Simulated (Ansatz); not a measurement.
# Zr5Ge3: the cost of one run

Program: Ansatz 0.2.0. Level of theory: DFT LDA, scalar-relativistic, plane waves, PAW. These are calculated values, not measurements.

## 1. The starting structure

The structure is hexagonal, space group P6_3/mcm (No. 193). Conventional cell: a = 8.077 Å, b = 8.077 Å, c = 5.620 Å, α = 90.00°, β = 90.00°, γ = 120.00°. Zr (site symmetry m2m) has 5 Ge at 2.76 to 3.01 Å as nearest neighbours. Around Zr (site symmetry 32) lie 2 Zr at 2.81 Å and 6 Ge at 2.87 Å. Ge (site symmetry m2m) is surrounded by 9 Zr at 2.76 to 3.01 Å.

Coordinates:

```cif
data_structure
_symmetry_space_group_name_H-M 'P6_3/mcm'
_symmetry_Int_Tables_number 193
_cell_length_a 8.0772
_cell_length_b 8.0772
_cell_length_c 5.6199
_cell_angle_alpha 90.000
_cell_angle_beta 90.000
_cell_angle_gamma 120.000
_cell_volume 317.53
loop_
_atom_site_label
_atom_site_type_symbol
_atom_site_symmetry_multiplicity
_atom_site_Wyckoff_symbol
_atom_site_fract_x
_atom_site_fract_y
_atom_site_fract_z
_atom_site_occupancy
Zr1 Zr 6 g 0.00000 0.74589 0.75000 1
Zr2 Zr 4 d 0.33333 0.66667 0.50000 1
Ge1 Ge 6 g 0.38805 0.00000 0.75000 1
```

The structure comes from the Materials Project (structure only).

(A quick probe on a coarse mesh, which set the mesh and smearing, is not shown.)

## 3. Relaxing cell and atoms

Input file input.yaml:

```yaml
crystal:
  lattice:
    - [8.0772282356, 0.0, 0.0]
    - [-4.0386141178, 6.9950848442, 0.0]
    - [0.0, 0.0, 5.61993419]
  atoms:
    - { symbol: Zr, position: [0.0, 0.74588944, 0.75] }
    - { symbol: Zr, position: [0.0, 0.25411056, 0.25] }
    - { symbol: Zr, position: [0.74588944, 0.74588944, 0.25] }
    - { symbol: Zr, position: [0.74588944, 0.0, 0.75] }
    - { symbol: Zr, position: [0.25411056, 0.25411056, 0.75] }
    - { symbol: Zr, position: [0.25411056, 0.0, 0.25] }
    - { symbol: Zr, position: [0.33333333, 0.66666667, 0.5] }
    - { symbol: Zr, position: [0.66666667, 0.33333333, 0.0] }
    - { symbol: Zr, position: [0.66666667, 0.33333333, 0.5] }
    - { symbol: Zr, position: [0.33333333, 0.66666667, 0.0] }
    - { symbol: Ge, position: [0.38805351, 0.0, 0.75] }
    - { symbol: Ge, position: [0.38805351, 0.38805351, 0.25] }
    - { symbol: Ge, position: [0.0, 0.61194649, 0.25] }
    - { symbol: Ge, position: [0.0, 0.38805351, 0.75] }
    - { symbol: Ge, position: [0.61194649, 0.61194649, 0.75] }
    - { symbol: Ge, position: [0.61194649, 0.0, 0.25] }
basis:
  ecutwfc: 420
kpoints:
  mp_grid: { grid: [6, 6, 6] }
hamiltonian:
  xc: lda
scf:
  occupations: { method: gaussian, width: 0.1 }
output:
  forces: true
  stress: true
  eigenvalues: true
  write_density: true
  write_potential: true
  elf: true
  volumetric_format: npy
relax:
  adjacent_minimum: "off"
  f_tol: 0.005
  max_steps: 80
  cell: { stress_tol: 0.05 }
```

Started as:

```
> ansatz run input.yaml --threads 4 --pin off --max-ram 10240MiB --backend cpu --events-out ev --progress --plain --runs-dir out
```

Q: Estimate wall time and peak memory on 4 threads of Intel Xeon at 2.50GHz (Skylake/Cascade Lake), shared host.

About 3.8 min, with a peak of 1.7 GiB.
